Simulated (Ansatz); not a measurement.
# AsPH₂ (singlet): from a generated start to a stationary point

Aim: relax a generated start of AsPH₂ (singlet) and see which bonds hold.

The runs use Ansatz 0.2.0, Gaussian basis; RKS PBE0/def2-TZVP.

## Step 1: The starting structure

4 atoms, charge 0, spin multiplicity 1.

Atoms are counted from 1 here; the program's logs count them from 0.

Bond lengths: P1–As2 2.062 Å, As2–H3 1.497 Å, As2–H4 1.497 Å. Angles: P1–As2–H3 130.7°, P1–As2–H4 130.7°, H3–As2–H4 98.6°.

The start was built by rule and, where that kept it together, relaxed with GFN2-xTB. Sticks and bond lists go by distance. No spin-orbit coupling is included. 

## Step 2: Relaxation

The input, in.yaml:

```yaml
crystal:
  periodic: [false, false, false]
  atoms:
    - {symbol: P, position_ang: [-1.488666, 0.000817, -0.002370]}
    - {symbol: As, position_ang: [0.573749, -0.000315, 0.000914]}
    - {symbol: H, position_ang: [1.550009, 1.134262, 0.000107]}
    - {symbol: H, position_ang: [1.548756, -1.135962, 0.004827]}
basis:
  gaussian: {orbitals: def2-TZVP}
hamiltonian: {xc: pbe0}
relax: {f_tol: 0.004, max_steps: 80}
```

Launch:

```sh
ansatz run in.yaml --threads 1 --pin off --events-out ev --progress --plain --max-ram 2176MiB
```

What does the calculation give? Wanted: energy gained; shift from the start; total energy; dipole moment.

The runs gave:

```
                  quantity           value
                     steps               5
             energy gained        0.021 eV
shift from the start (rms)         0.036 Å
              total energy  -70149.7993 eV
             dipole moment          2.34 D
```

**Reading.** The bonds of the start are those of the end. P1–As2 went from 2.062 to 2.042 Å. No vibrations were run, so this is a stationary point, not a proven minimum, and this spin need not be the ground state's.
